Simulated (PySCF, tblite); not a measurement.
# C2H7GeNSi: dynamics, then NMR shifts on frames, part 1 of 2

How do NMR shifts of C2H7GeNSi (`N#C[C@H]([SiH3])[GeH3]`) change as the atoms move?

The runs use tblite 0.8.0 and PySCF 2.14.0, with density-fitted response routines of our own; the level of theory stands in each step. All values are computed, except where a source is named. Atoms are numbered from 0 throughout.

### Step 1. The molecule as given

12 atoms, charge 0, multiplicity 1; geometry from: GFN2-xTB.

Bonds of the start (Å): N0–C1 1.15, C1–C2 1.42, C2–Si3 1.92, C2–Ge4 1.99, C2–H5 1.09, Si3–H6 1.47, Si3–H7 1.46, Si3–H8 1.46, Ge4–H9 1.50, Ge4–H10 1.49, Ge4–H11 1.50.

### Step 2. Thermal motion with GFN2-xTB

What the job is given:

```
{"job": {"kind": "md", "xc": "GFN2-xTB", "basis": "xTB", "temperature": 400, "steps": 2000, "every": 50, "frames": 5}, "charge": 0, "multiplicity": 1}
N      0.025070     2.792816    -0.470561
C      0.028961     1.737287    -0.024113
C      0.033883     0.413004     0.492556
Si     1.631110    -0.496751    -0.058867
Ge    -1.610504    -0.506177    -0.137793
H      0.008653     0.465563     1.584388
H      1.569899    -1.835708     0.532570
H      2.775604     0.254317     0.455460
H      1.654592    -0.567234    -1.518594
H     -1.653192    -1.889819     0.433674
H     -1.630623    -0.600728    -1.627998
H     -2.832254     0.232743     0.313252
```

Method: GFN2-xTB Langevin dynamics, gas phase.

The run is started by

```console
$ OMP_NUM_THREADS=1 python probes_run.py task.json out
```

One launch serves the whole session: the jobs run in the order shown.

The log of the run:

```text
t/fs     T/K      E/eV
    0.0   348.7   -391.13563
   25.0   334.4   -390.90379
   50.0   365.0   -390.61765
   75.0   341.5   -390.39873
  100.0   409.6   -390.64623
  125.0   449.7   -390.83921
  150.0   436.0   -390.65957
  175.0   329.6   -390.62999
  200.0   314.2   -390.64008
  225.0   336.8   -390.77790
  250.0   324.8   -390.72093
  275.0   268.3   -390.56329
  300.0   388.7   -390.70814
  325.0   491.6   -390.71165
  350.0   561.1   -390.69924
  375.0   385.1   -390.66728
  400.0   508.8   -390.56903
  425.0   519.7   -390.48423
  450.0   634.7   -390.57133
  475.0   421.7   -390.22520
  500.0   596.5   -390.50401
  525.0   451.6   -390.60323
  550.0   364.9   -390.57329
  575.0   276.8   -390.52487
  600.0   319.2   -390.65108
  625.0   470.6   -390.72231
  650.0   366.9   -390.58448
  675.0   333.6   -390.59029
  700.0   363.1   -390.67851
  725.0   390.5   -390.53417
  750.0   258.3   -390.45140
  775.0   235.0   -390.58926
  800.0   302.2   -390.56665
  825.0   409.2   -390.55410
  850.0   390.4   -390.54880
  875.0   502.2   -390.58137
  900.0   549.1   -390.66601
  925.0   416.6   -390.37825
  950.0   543.6   -390.61663
  975.0   403.4   -390.55970
 1000.0   506.9   -390.63307
```

It took 8 s on 1 thread of Arm Neoverse V2, shared host; peak memory 0.18 GiB.

Distance from the start (root mean square after alignment): 0 fs 0.00 Å, 200 fs 0.45 Å, 400 fs 0.26 Å, 600 fs 0.43 Å, 800 fs 0.57 Å, 1000 fs 0.90 Å.

Positions (Å) and forces (eV/Å) at 1000 fs:

```xyz
12

N     0.123    2.441    2.232   -0.662   -2.918   -0.694
C    -0.091    1.344    1.879    0.971    1.968   -0.375
C    -0.285    0.043    1.239    0.804    0.618    1.179
Si    1.252   -0.678    0.226   -1.379   -0.088   -0.165
Ge   -2.020    0.204    0.295   -0.223    0.799    1.298
H    -0.371   -0.619    2.118   -0.192   -0.129   -0.315
H     1.940   -1.549    1.155    0.197   -0.107    0.136
H     2.107    0.210   -0.511    0.285    0.534    0.065
H     0.571   -1.433   -0.868    0.133   -0.016    0.349
H    -2.812   -1.057    0.303   -0.092   -0.143    0.044
H    -1.686    0.549   -1.085   -0.127    0.344   -0.557
H    -2.743    1.340    1.177    0.284   -0.862   -0.967
```

### Step 3. Shielding tensors: 250 fs, PBE0/pcSseg-1

What the job is given:

```
{"job": {"kind": "nmr", "xc": "PBE0", "basis": "pcSseg-1", "pop": false}, "charge": 0, "multiplicity": 1}
N     -0.226500     3.113800    -0.629600
C     -0.236100     2.147300    -0.020300
C     -0.312700     0.898500     0.769300
Si     1.135500    -0.202800     0.254100
Ge    -2.063300    -0.043600     0.549600
H     -0.169100     1.174900     1.822200
H      1.360200    -1.296100     1.205700
H      2.288200     0.571700     0.494100
H      0.880400    -0.825100    -1.135400
H     -1.587300    -1.387900     0.879000
H     -2.592200    -0.131900    -0.808900
H     -3.037400     0.684100     1.441300
```

Level: GIAO PBE0/pcSseg-1 NMR shielding, non-relativistic, gas phase.

The log of the run:

```text
coarse grid: 46616 points
cycle   1  E = -2500.7474039599  dE = -3.126e-01  |g| = 9.338e-01  |ddm| = 3.270e+00
cycle   2  E = -2500.5974625448  dE =  1.499e-01  |g| = 1.215e+00  |ddm| = 1.355e+00
cycle   3  E = -2500.7969762587  dE = -1.995e-01  |g| = 3.995e-01  |ddm| = 1.071e+00
cycle   4  E = -2500.8297466423  dE = -3.277e-02  |g| = 7.418e-02  |ddm| = 2.829e-01
cycle   5  E = -2500.8305624107  dE = -8.158e-04  |g| = 9.537e-03  |ddm| = 5.799e-02
cycle   6  E = -2500.8305810535  dE = -1.864e-05  |g| = 3.787e-03  |ddm| = 1.072e-02
cycle   7  E = -2500.8305843392  dE = -3.286e-06  |g| = 7.793e-04  |ddm| = 3.580e-03
final grid: 95976 points
cycle   8  E = -2500.8305919960  dE =  6.632e-08  |g| = 1.025e-03  |ddm| = 1.886e-03
cycle   9  E = -2500.8305915634  dE =  4.325e-07  |g| = 1.787e-03  |ddm| = 1.893e-03
cycle  10  E = -2500.8305921872  dE = -6.238e-07  |g| = 3.520e-04  |ddm| = 1.257e-03
cycle  11  E = -2500.8305922151  dE = -2.784e-08  |g| = 2.866e-05  |ddm| = 2.706e-04
cycle  12  E = -2500.8305922153  dE = -1.883e-10  |g| = 5.718e-06  |ddm| = 3.021e-05
converged SCF energy = -2500.8305922153

GIAO shielding tensors (ppm)
atom      isotropic    diamagn.    paramagn.     s11        s22        s33       span
  0 N      -26.797     340.321    -367.118   -202.361   -182.103    304.071    506.432
  1 C       63.473     259.930    -196.457    -56.345    -46.441    293.206    349.551
  2 C      193.705     257.139     -63.435    181.960    185.361    213.793     31.833
  3 Si     411.906     879.944    -468.038    377.067    382.869    475.783     98.716
  4 Ge    1537.475    2756.046   -1218.571   1442.404   1500.482   1669.539    227.134
  5 H       30.368      30.073       0.295     26.065     27.393     37.646     11.581
  6 H       27.593      29.549      -1.956     24.231     25.693     32.855      8.623
  7 H       27.825      30.014      -2.189     23.794     25.889     33.792      9.998
  8 H       26.563      28.253      -1.690     23.075     25.186     31.430      8.355
  9 H       28.389      29.747      -1.358     20.390     25.057     39.720     19.330
 10 H       28.196      29.673      -1.478     21.760     22.866     39.960     18.200
 11 H       27.197      27.952      -0.755     20.181     22.509     38.902     18.721
```

Run time: 17 s. Hardware: 1 thread of Arm Neoverse V2, shared host; peak memory 0.68 GiB.

Shifts follow as δ = σ(reference) − σ, with reference shieldings (ppm) from runs at the same level and on the same kind of geometry: ¹H TMS 31.72, ¹³C TMS 186.9, ²⁹Si TMS 349.2, ¹⁵N NH3 267.7, ⁷³Ge GeMe4 1331. The references are single molecules in the gas phase, so shifts against H2O, NH3, PH3, H3PO4 or CFCl3 are not on the usual liquid scales and can be off by tens of ppm. Each atom is listed at this fixed geometry, with no averaging over motion; a spectrum would average atoms that exchange fast.

```
atoms                                                environment  σ (ppm)  δ (ppm)
   C1                                             nitrile carbon     63.5    123.5
   C2                 sp3 CH bonded to Ge and Si, α to a nitrile    193.7     -6.8
   H8                          hydrogen on a silicon bonded to C    26.56     5.15
  H11                        hydrogen on a germanium bonded to C    27.20     4.52
   H6                          hydrogen on a silicon bonded to C    27.59     4.12
   H7                          hydrogen on a silicon bonded to C    27.82     3.89
  H10                        hydrogen on a germanium bonded to C    28.20     3.52
   H9                        hydrogen on a germanium bonded to C    28.39     3.33
   H5  hydrogen on an sp3 CH bonded to Ge and Si, α to a nitrile    30.37     1.35
   N0                                           nitrile nitrogen    -26.8    294.5
  Si3                                   silicon bonded to C, 3 H    411.9    -62.7
  Ge4                                 germanium bonded to C, 3 H     1537     -207
```

Orbitals, density, ELF and potential are computed afterwards from the orbital file.

Frontier orbitals at PBE0/pcSseg-1, with the share of their density that lies nearest to each atom:

```
orbital  energy (eV)                                                         lies on
   HOMO        -8.57                                       N0 32 %; C2 24 %; C1 13 %
   LUMO        -0.34  H9, H11 about 13 % each; Ge4 12 %; H7, H8, H10 about 10 % each
```

ELF in a plane through or near 5 of the atoms.

Ten even steps from ' ' (0.00) to '@' (1.00):
```
                                                        
                                                        
                                                        
                                                        
              ..----::        ##%%@@**::                
            ::##@@@@@@==    ++@@@@@@@@%%::              
            --@@@@@@@@##::  **@@@@@@@@##::              
            ..##@@@@%%**--  ..%%%%++--::::....          
          ::--==..--==..--==::--..****==::++==::        
      ..%%@@@@@@::==++::%%%%%%##::++**--==%%%%++..      
      --@@@@@@@@@@==::%%@@==++@@**....::##@@%%++..      
      ::@@@@@@@@@@**::==**++++**++::::::++**++::        
        --%%@@%%..    ==######**--        ..            
                    ::****::::**++..                    
                    --++##%%%%**++::                    
                    --++**####**==::                    
                    ..==**####++==..                    
                      ..::----::..                      
                                                        
                                                        
```
The map spans 10.7 Å across and 10.9 Å up, centred on the molecule. Atoms in the plane (x, y in Å): C1 (-0.1, -1.8), Si3 (-1.6, 0.5), Ge4 (1.7, 0.5), H7 (-2.6, -0.3), H9 (1.1, 1.9).

On the surface of density 0.002 e/bohr³ the electrostatic potential runs, from the 1st to the 99th percentile, from -1.86 V near N0 to 1.53 V near H10.

### Step 4. NMR shieldings: 425 fs, PBE0/pcSseg-1

What the job is given:

```
{"job": {"kind": "nmr", "xc": "PBE0", "basis": "pcSseg-1", "pop": false}, "charge": 0, "multiplicity": 1}
N     -0.248900     2.981200     0.577100
C     -0.193700     1.879500     0.678700
C     -0.400500     0.484100     1.107000
Si     0.974000    -0.519300     0.344600
Ge    -2.260700     0.203800     0.528300
H     -0.262400     0.561800     2.176100
H      0.743400    -2.032600     0.726800
H      2.312400    -0.081100     0.881800
H      0.689500    -0.405100    -1.123000
H     -2.690500    -1.199300     1.005200
H     -2.065900     0.119700    -0.988500
H     -3.110900     1.298800     0.769000
```

Level: GIAO PBE0/pcSseg-1 NMR shielding, non-relativistic, gas phase.

The log of the run:

```text
coarse grid: 46616 points
cycle   1  E = -2500.7348659306  dE = -2.281e-01  |g| = 9.412e-01  |ddm| = 3.269e+00
cycle   2  E = -2500.6090809882  dE =  1.258e-01  |g| = 1.179e+00  |ddm| = 1.286e+00
cycle   3  E = -2500.7935256747  dE = -1.844e-01  |g| = 3.530e-01  |ddm| = 9.591e-01
cycle   4  E = -2500.8188270267  dE = -2.530e-02  |g| = 7.334e-02  |ddm| = 2.483e-01
cycle   5  E = -2500.8196362024  dE = -8.092e-04  |g| = 9.244e-03  |ddm| = 5.427e-02
cycle   6  E = -2500.8196546222  dE = -1.842e-05  |g| = 2.989e-03  |ddm| = 1.102e-02
cycle   7  E = -2500.8196566555  dE = -2.033e-06  |g| = 8.179e-04  |ddm| = 3.319e-03
final grid: 95976 points
cycle   8  E = -2500.8196614829  dE =  5.914e-08  |g| = 1.031e-03  |ddm| = 2.151e-03
cycle   9  E = -2500.8196612493  dE =  2.336e-07  |g| = 1.495e-03  |ddm| = 1.848e-03
cycle  10  E = -2500.8196617002  dE = -4.509e-07  |g| = 2.793e-04  |ddm| = 1.053e-03
cycle  11  E = -2500.8196617173  dE = -1.716e-08  |g| = 2.727e-05  |ddm| = 2.073e-04
cycle  12  E = -2500.8196617175  dE = -1.864e-10  |g| = 4.039e-06  |ddm| = 3.183e-05
converged SCF energy = -2500.8196617175

GIAO shielding tensors (ppm)
atom      isotropic    diamagn.    paramagn.     s11        s22        s33       span
  0 N      -21.182     341.292    -362.475   -199.322   -168.349    304.124    503.446
  1 C       68.203     260.807    -192.604    -50.809    -38.249    293.667    344.476
  2 C      197.464     254.939     -57.476    186.183    192.595    213.613     27.430
  3 Si     409.354     879.052    -469.698    376.933    398.263    452.865     75.932
  4 Ge    1524.928    2756.360   -1231.432   1389.986   1519.205   1665.594    275.608
  5 H       30.400      29.769       0.631     26.207     26.905     38.088     11.881
  6 H       26.354      27.777      -1.423     22.861     24.742     31.459      8.598
  7 H       26.550      27.960      -1.411     22.925     24.539     32.185      9.260
  8 H       26.942      28.993      -2.051     23.327     26.143     31.356      8.029
  9 H       27.064      27.925      -0.861     20.313     22.362     38.519     18.206
 10 H       27.489      28.940      -1.451     21.060     24.038     37.369     16.309
 11 H       28.642      30.302      -1.660     21.222     23.075     41.629     20.407
```

Run time: 13 s. Hardware: 1 thread of Arm Neoverse V2, shared host; peak memory 0.74 GiB.

In short: δ C1 118.7, C2 -10.5, N0 288.9, Si3 -60.2, H6 5.36, H7 5.17 ppm.

(Continued in part 2 of 2.)
